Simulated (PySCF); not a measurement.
**CH6BNO (SMILES NCBO) at 5 levels**

We compute a comparison of 5 runs (HF/3-21G, HF/def2-SVP, HF/6-311G**, HF/6-311+G**, PBE0/def2-SVP) of CH6BNO. 

The results are computed with PySCF 2.14.0.

## (1) The system as given

CH6BNO has 10 atoms, charge 0, and is taken as a singlet. As SMILES, `NCBO`. The coordinates come from a PBE0-D4/def2-TZVP relaxation. This is a higher conformer, about 21 kJ/mol above the lowest found by a separate search.

Bond lengths: N1–C2 1.481 Å, C2–B3 1.567 Å, B3–O4 1.357 Å, N1–H5 1.013 Å, N1–H6 1.014 Å, C2–H7 1.093 Å, C2–H8 1.093 Å, B3–H9 1.208 Å, O4–H10 0.960 Å. Some angles: N1–C2–B3 107.1°, C2–B3–O4 119.4°, N1–C2–H7 108.1°, N1–C2–H8 107.9°, B3–C2–H7 113.1°, B3–C2–H8 113.6°, C2–N1–H5 110.4°, C2–N1–H6 110.6°, C2–B3–H9 120.9°, O4–B3–H9 119.4°.

## (2) Energy and forces at HF/3-21G (run 1)

input.py

```python
from pyscf import gto, scf

mol = gto.M(
    atom='''
N     -1.414000    -0.250000    -0.623800
C     -0.269700    -0.840100     0.108200
B      0.693000     0.337600     0.484300
O      1.835400     0.517600    -0.226100
H     -1.090500     0.234300    -1.453200
H     -1.888600     0.437000    -0.048900
H      0.199100    -1.587200    -0.538100
H     -0.666000    -1.375000     0.975500
H      0.378300     1.154100     1.316700
H      2.306200     1.320700     0.008300
''',
    basis='3-21g',
    charge=0,
    max_memory=1860,
    verbose=4,
)

mf = scf.RHF(mol)
mf.conv_tol = 1e-10
mf.kernel()
if not mf.converged:
    mf = mf.newton().run(mf.mo_coeff, mf.mo_occ)

e_tot = mf.e_tot
print('E = %.10f Eh' % e_tot)
grad = mf.nuc_grad_method().kernel()
mf.analyze()
```

Started as:

```
$ OMP_NUM_THREADS=1 python input.py
```

The program printed:

```text
PySCF version 2.14.0

[... 84 lines left out ...]
Two-electron Coulomb Energy =          207.745638740159677
[... 8 lines left out ...]
MO #6   energy= -1.16644810485553  occ= 2
[... 6 lines left out ...]
MO #13  energy= -0.528265373656761 occ= 2
[... 6 lines left out ...]
MO #20  energy= 0.324571870258509  occ= 0
[... 6 lines left out ...]
MO #27  energy= 0.672172152292042  occ= 0
[... 6 lines left out ...]
MO #34  energy= 1.26183223886169   occ= 0
[... 6 lines left out ...]
MO #41  energy= 1.67151352709933   occ= 0
[... 6 lines left out ...]
MO #48  energy= 3.38006003071132   occ= 0
[... 61 lines left out ...]
Dipole moment(X, Y, Z, Debye):  1.40222,  2.51750,  1.05626
```

Wall time 1.7 s (1 thread of Intel Xeon at 2.70GHz, shared host); peak memory 0.12 GiB.

## (3) Energy and forces at HF/def2-SVP (run 2)

run.py

```python
from pyscf import gto

mol = gto.Mole()
mol.atom = [
    ('N', (-1.414000, -0.250000, -0.623800)),
    ('C', (-0.269700, -0.840100, 0.108200)),
    ('B', (0.693000, 0.337600, 0.484300)),
    ('O', (1.835400, 0.517600, -0.226100)),
    ('H', (-1.090500, 0.234300, -1.453200)),
    ('H', (-1.888600, 0.437000, -0.048900)),
    ('H', (0.199100, -1.587200, -0.538100)),
    ('H', (-0.666000, -1.375000, 0.975500)),
    ('H', (0.378300, 1.154100, 1.316700)),
    ('H', (2.306200, 1.320700, 0.008300)),
]
mol.max_memory = 1860
mol.verbose = 4
mol.spin = 0
mol.basis = 'def2-svp'
mol.build()

mf = mol.RHF()
mf.conv_tol = 1e-10
mf.kernel()
if not mf.converged:
    mf = mf.newton().run(mf.mo_coeff, mf.mo_occ)

energy = mf.e_tot
print('Final energy', energy)
grad = mf.nuc_grad_method().kernel()
mf.analyze()
```

Started as:

```
$ OMP_NUM_THREADS=1 python run.py
```

The program printed:

```text
PySCF version 2.14.0

[... 85 lines left out ...]
Two-electron Energy =                  182.078642167666715
[... 12 lines left out ...]
MO #9   energy= -0.668081180870269 occ= 2
[... 10 lines left out ...]
MO #20  energy= 0.238975599040593  occ= 0
[... 10 lines left out ...]
MO #31  energy= 0.705520411806388  occ= 0
[... 10 lines left out ...]
MO #42  energy= 1.11826419156966   occ= 0
[... 10 lines left out ...]
MO #53  energy= 1.66671143890868   occ= 0
[... 10 lines left out ...]
MO #64  energy= 2.18519399942755   occ= 0
[... 10 lines left out ...]
MO #75  energy= 3.0615679875966    occ= 0
[... 10 lines left out ...]
MO #86  energy= 4.14613890947226   occ= 0
[... 99 lines left out ...]
Dipole moment(X, Y, Z, Debye):  1.15791,  2.09532,  0.87970
```

Wall time 5.7 s (1 thread of Intel Xeon at 2.70GHz, shared host); peak memory 0.17 GiB.

Runs 3 to 4 aren't shown in full; the table further down has their settings and results.

## (4) Energy and gradient at PBE0/def2-SVP (run 5)

run.py

```python
# NCBO
import pyscf.grad
from pyscf import gto, dft

mol = gto.M(
    atom='''
N       -1.414000      -0.250000      -0.623800
C       -0.269700      -0.840100       0.108200
B        0.693000       0.337600       0.484300
O        1.835400       0.517600      -0.226100
H       -1.090500       0.234300      -1.453200
H       -1.888600       0.437000      -0.048900
H        0.199100      -1.587200      -0.538100
H       -0.666000      -1.375000       0.975500
H        0.378300       1.154100       1.316700
H        2.306200       1.320700       0.008300
''',
    verbose=3,
    basis='def2-svp',
    charge=0,
    max_memory=1860,
)

myscf = dft.RKS(mol, xc='pbe0')
myscf.grids.level = 5
myscf.conv_tol = 1e-10
myscf.kernel()
if not myscf.converged:
    myscf = myscf.newton().run(myscf.mo_coeff, myscf.mo_occ)

e_tot = myscf.e_tot
print('E(%s) = %.9f' % ('PBE0', e_tot))
grad = myscf.Gradients().kernel()
dip = myscf.dip_moment()
pop, q = myscf.mulliken_pop()
```

Started as:

```
$ OMP_NUM_THREADS=1 python run.py
```

The program printed:

```text
converged SCF energy = -196.200422792646
[... 9 lines left out ...]
Dipole moment(X, Y, Z, Debye):  1.00899,  1.94251,  0.48738
[... 97 lines left out ...]
charge of    9H =      0.18789
```

It took 25 s on 1 thread of Intel Xeon at 2.70GHz, shared host; peak memory 0.87 GiB.

## (5) All runs side by side

| run | level | integration grid | energy (Eh) | dipole moment (D) | HOMO energy (eV) | LUMO energy (eV) | wall time |
| --- | --- | --- | --- | --- | --- | --- | --- |
| 1 | HF/3-21G | – | -194.302920 | 3.07 | -9.68 | 4.25 | 1.7 s |
| 2 | HF/def2-SVP | – | -195.246145 | 2.55 | -10.02 | 3.82 | 5.7 s |
| 3 | HF/6-311G** | – | -195.445587 | 2.52 | -10.03 | 3.70 | 19 s |
| 4 | HF/6-311+G** | – | -195.450871 | 2.61 | -10.13 | 1.42 | 18 s |
| 5 | PBE0/def2-SVP | 5 | -196.200423 | 2.24 | -6.32 | 0.20 | 25 s |

## (6) What came out

```
                       quantity          value
            run 5: total energy  -196.20042 Eh
           run 5: dipole moment         2.24 D
             run 5: HOMO energy       -6.32 eV
             run 5: LUMO energy        0.20 eV
           run 5: HOMO–LUMO gap        6.52 eV
run 5: largest force on an atom     0.401 eV/Å
```

**Reading.** The dipole moment (its size) runs from 2.24 D (PBE0/def2-SVP) to 3.07 D (HF/3-21G). The two ends differ in method and basis. The HOMO–LUMO gap runs from 6.52 eV (PBE0/def2-SVP) to 13.92 eV (HF/3-21G). All runs together took 70 s, the longest 25 s.
